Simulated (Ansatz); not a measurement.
# Tuning one run: LDA molecular dynamics, a 2×2×3 supercell of Ba4As2O (I4/mmm), on 1 × H100

The runs below are of Ansatz 0.2.0 on a node with eight NVIDIA H100 80GB cards and 96 AMD EPYC 7R13 cores, one at a time and with no other job on the machine; times are wall-clock times from launch to exit. Times and memory are rounded to two significant figures, and ratios are formed from the unrounded values. A row is a single run, so small differences between rows aren't established. Precision is the program's default, which can work at lower precision in parts of a run. Card memory is the largest of readings taken every 0.4 s, so short peaks can be missed, and it isn't given for runs under about 3 s. It shows what a run took, which needn't be the least that it can run in: the program holds more work at once where threads and free memory allow.

Commands are shown without the flags for output files and display.

The folder soft_1 holds one of the program's own sets of PAW files, generated with PBE and used with every functional where the input names it. For this functional the program regenerates the frozen cores at set-up.

```
atoms                                                              : 84
valence electrons                                                  : 912
cell volume                                                        : 2826 Å³
cutoff                                                             : 300 eV
k mesh                                                             : 2×2×2
k points solved                                                    : 8
symmetry operations used (translations within a supercell counted) : 1
plane waves at Γ                                                   : 33331
dense FFT grid                                                     : 80×90×90
bands at the start                                                 : 548
spin                                                               : none
first density                                                      : superposed atoms
```

Input used:

```yaml
crystal:
  lattice:
    - [-5.202144, 5.202144, 17.404396]
    - [5.202144, -5.202144, 17.404396]
    - [7.803216, 7.803216, -26.106594]
  atoms:
    - { symbol: Ba, position: [0.337697, 0.337697, 0.000000] }
    - { symbol: Ba, position: [0.162303, 0.162303, 0.000000] }
    - { symbol: Ba, position: [0.250000, 0.000000, 0.166667] }
    # ... 80 more atoms, left out here ...
    - { symbol: O, position: [0.750000, 0.750000, 0.666667] }
kpoints:
  mp_grid: { grid: [2, 2, 2] }
basis: { ecutwfc: 300 }
hamiltonian:
  xc: lda
  pseudopotentials: { azcp: { folder: soft_1 } }
scf:
  occupations: { method: gaussian, width: 0.02 }
md: { ensemble: nvt_langevin, temperature: 1200, timestep: 1.0, n_steps: 10, initial_velocities: maxwell_boltzmann, seed: 1 }
```

The typed cutoff is below the 420 eV that the potentials recommend, and the program warns of it.

Base command:

```bash
ansatz run input.yaml --backend cuda --devices 1
```

Each row changes one flag of the command or one key of the input.

| change | wall time | against the base | SCF clock | outside it | SCF iterations | residual at close of the first SCF (eV) | CPU time | host memory (GiB) | fullest card (GiB) | remarks |
| --- | --- | --- | --- | --- | --- | --- | --- | --- | --- | --- |
| none | 27 s | 1.0 | 25 s | 2.5 s | 77 | 4e-8 | 3.3 min | 5.4 | 41 |  |
| scf.mixing: { algorithm: anderson } | 25 s | 0.91 | 23 s | 2.4 s | 77 | 3e-8 | 2.9 min | 5.3 | 41 | bands 548→528 |
| none (run again) | 27 s | 1.0 | 25 s | 2.5 s | 77 | 4e-8 | 3.3 min | 5.4 | 41 |  |

The SCF clock is the program's own. It runs from the start of the first SCF loop to the final result and holds forces, stress, later SCFs and response steps. Outside it lie start-up, exit and the set-up ahead of the first loop, which depends on the cell and the method.

SCF iterations are those that the program logged, summed over all steps and exchange cycles of a run; an SCF made in search of a lower state can go uncounted. Steps are those that the program logged, the start of a trajectory included. For molecular dynamics the program switches the space group off, so only time reversal reduces the mesh.

«bands a→b»: once the levels showed a gap the program dropped high empty bands and went on with b of the a at the start.

The repeat differs from the base by under 1 %; one repeat gives only a first idea of the noise.

Any of these changes can move the last digits, and in magnets or hard cases the state reached. These set the accuracy outright and can move results by much more, which the times don't show: scf.convergence: { dr2_threshold: 1.0e-4 }.

**Question.** What does the change «scf.convergence: { dr2_threshold: 1.0e-4 }» do to the time?

**Answer.** The run took 22 s, 0.82 times the base, in 40 SCF iterations against 77. Its first SCF closed at a density residual of 2e-5 eV, against 4e-8 eV. Of the wall time 20 s is on the SCF clock and 2.4 s outside. On the SCF clock alone it is 0.80 times the base (20 s against 25 s). Remarks: SCF threshold looser than the default (1e-4 against 1e-7 eV or less). «SCF threshold looser than the default»: the program warns that the typed threshold on the density residual is looser than its own for this run, and that the error in the forces grows as its square root.
